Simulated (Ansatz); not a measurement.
**Ni (Im-3m): SCF with some post-processing, by script**

Aim: an SCF with some post-processing, for Ni (Im-3m), run from a script.

This is Ni in the bcc structure; at room conditions it is fcc.

Program: Ansatz 0.2.0 through its Python package. Level of theory: DFT PBEsol, plane waves, PAW. These are calculated values, not measurements.

## 1. Starting point

The structure is cubic, space group Im-3m (No. 229). The conventional cell has a = 2.767 Å, b = 2.767 Å, c = 2.767 Å, α = 90.00°, β = 90.00°, γ = 90.00°. Around Ni (site symmetry m-3m) lie 8 Ni at 2.40 Å.

No structure file is read: the coordinates are typed or built in the script.

## 2. The script

ni_analyse.py reads:

```python
# -*- coding: utf-8 -*-
from dataclasses import dataclass
from pathlib import Path

import ansatz as az
from ase.data import atomic_numbers
import matplotlib.pyplot as plt
import numpy as np
from pymatgen.core import Structure
import spglib


@dataclass
class Settings:
    smearing_width: float = 0.1


settings = Settings()


def main():
    lattice = az.Lattice.of(
        (-1.38372, 1.38372, 1.38372),
        (1.38372, -1.38372, 1.38372),
        (1.38372, 1.38372, -1.38372),
    )
    sites = [
        ("Ni", (0.0, 0.0, 0.0)),
    ]
    system = az.Crystal(lattice=lattice)
    for symbol, position in sites:
        system = system.atom(symbol, position)
    system = system.moments(Ni=2.0)

    setup = (
        system.calculation()
        .functional(az.Functional.PBESOL)
        .kpoints(13)
        .occupations(az.OccupationsMethod.COLD, width=settings.smearing_width)
        .spin("collinear")
        .band_table()
        .density_of_states(energy_step=0.1, projected=True)
        .density()
        .potential()
        .output_files(volumetric_format=["xsf", "npy"])
    )
    history = []
    done = setup.session().plan().execute(on_event=lambda event: history.append(event["data"]["dr2_ev"]) if event["event"] == "scf_iter" else None)
    data = done.report
    print("density residual by iteration (eV):", " ".join(f"{value:.1e}" for value in history[:40]))

    n_atoms = len(data["lattice"]["sites"])
    print("F =", round(data["free_energy_ev"], 4), "eV for", n_atoms, "atoms")
    print("E(sigma -> 0) =", round(data["energy_sigma0_ev"], 4), "eV, TS =", round(data["entropy_ts_ev"], 5), "eV")
    print("closed by", data["closed_by"], "after", data["n_iterations"], "iterations")

    table = np.array(data["eigenvalues_ev"]) - data["fermi_energy_ev"]
    filling = np.array(data["occupations"])
    weights = np.tile(data["kweights"], len(table) // len(data["kweights"]))
    print("band   lowest  highest (eV from E_F)  electrons")
    for band in range(table.shape[1]):
        if table[:, band].max() > -12:
            print(f"{band + 1:4d} {table[:, band].min():8.3f} {table[:, band].max():8.3f} {weights @ filling[:, band]:18.4f}")
    print("electrons counted from the table:", round(float(weights @ filling.sum(axis=1)), 5))

    print(f"net moment {data['magnetization_mub']:.3f} muB, absolute {data['absolute_magnetization_mub']:.3f} muB")
    for index, (site, m) in enumerate(zip(done.lattice.sites, data["site_moments_mub"])):
        print(f"  {index:2d} {site.symbol:2s} {m:7.3f}")

    dos = done.density_of_states()
    energy = np.asarray(dos.energies_ev) - dos.fermi_ev
    projected = done.projected_density_of_states()
    fig, ax = plt.subplots(figsize=(5, 3.4))
    for name in sorted({site.species for site in projected.sites}):
        curve = sum(np.sum(part.g_bin_mean_per_ev, axis=0) for site in projected.sites if site.species == name for shell in site.shells for part in shell.curves)
        ax.plot(energy, curve, label=name)
        window = (energy > -4) & (energy <= 0)
        print(f"{name}: {curve[window].sum() * (energy[1] - energy[0]):.3f} projected states in the 4 eV under E_F")
    ax.set(xlim=(-8, 6), xlabel="E - E_F (eV)", ylabel="states/eV")
    ax.legend()
    fig.savefig("pdos.png", dpi=100)

    final = Structure(done.lattice.cell_ang, [s.symbol for s in done.lattice.sites], [s.position_frac for s in done.lattice.sites])
    print(final.to(fmt="poscar"))

    folder = Path(done.write_results("volumes"))
    print(sorted(path.name for path in folder.iterdir()))
    head = (folder / "rho.xsf").read_text().split("BEGIN_BLOCK")[0]
    print(head)

    spg_cell = (done.lattice.cell_ang, [s.position_frac for s in done.lattice.sites], [atomic_numbers[s.symbol] for s in done.lattice.sites])
    found = spglib.get_symmetry_dataset(spg_cell, symprec=1e-3)
    print(found.international, found.number, "point group", found.pointgroup)
    for site, letter, group in zip(done.lattice.sites, found.wyckoffs, found.site_symmetry_symbols):
        print(f"  {site.symbol:2s} Wyckoff {letter}  site symmetry {group}")


if __name__ == "__main__":
    main()
```

## 3. The calls as engine input

The package turns the script's settings into the engine's input:

```yaml
crystal:
  lattice:
    - [-1.38372, 1.38372, 1.38372]
    - [1.38372, -1.38372, 1.38372]
    - [1.38372, 1.38372, -1.38372]
  atoms:
    - { symbol: Ni, position: [0.0, 0.0, 0.0] }
kpoints:
  mp_grid:
    grid: [13, 13, 13]
hamiltonian:
  xc: pbesol
magnetization:
  spin_polarized: true
  per_species:
    Ni: 2.0
scf:
  occupations:
    method: cold
    width: 0.1
output:
  write_density: true
  write_potential: true
  volumetric_format: [xsf, npy]
  dos:
    de: 0.1
    projected: true
  eigenvalues: true
```

## 4. The run

Run with:

```sh
$ python ni_analyse.py
```

Q: Predict the main results. Wanted: free energy; gap on the mesh; moment, net / absolute.

**Answer**, as computed:

| quantity | value |
| --- | --- |
| free energy | -5804.8635 eV |
| gap on the mesh | none |
| moment, net / absolute | 0.61 / 0.67 μB per cell |

Filled and empty levels meet on the mesh: no gap at this level. Reading the output:
- A total without «per atom» is that of the cell as typed.
- Under cold or Methfessel-Paxton smearing the entropy term is a generalised one and can be negative.
- The mesh is modest for a metal, so energies can be off by several to tens of meV an atom and pressures by half a GPa or more; differences at equal mesh fare better.
- Projections exist only for the shells that the potentials hold, some of them semicore, and samples at single energies can miss narrow peaks.
- The fields are valence quantities on the plane-wave grid; their values near the nuclei depend on the potentials.
- This isn't the structure that Ni takes at ambient conditions.
- Levels are Kohn-Sham eigenvalues on this mesh.
- The density of states is complete only as far up as bands were computed.
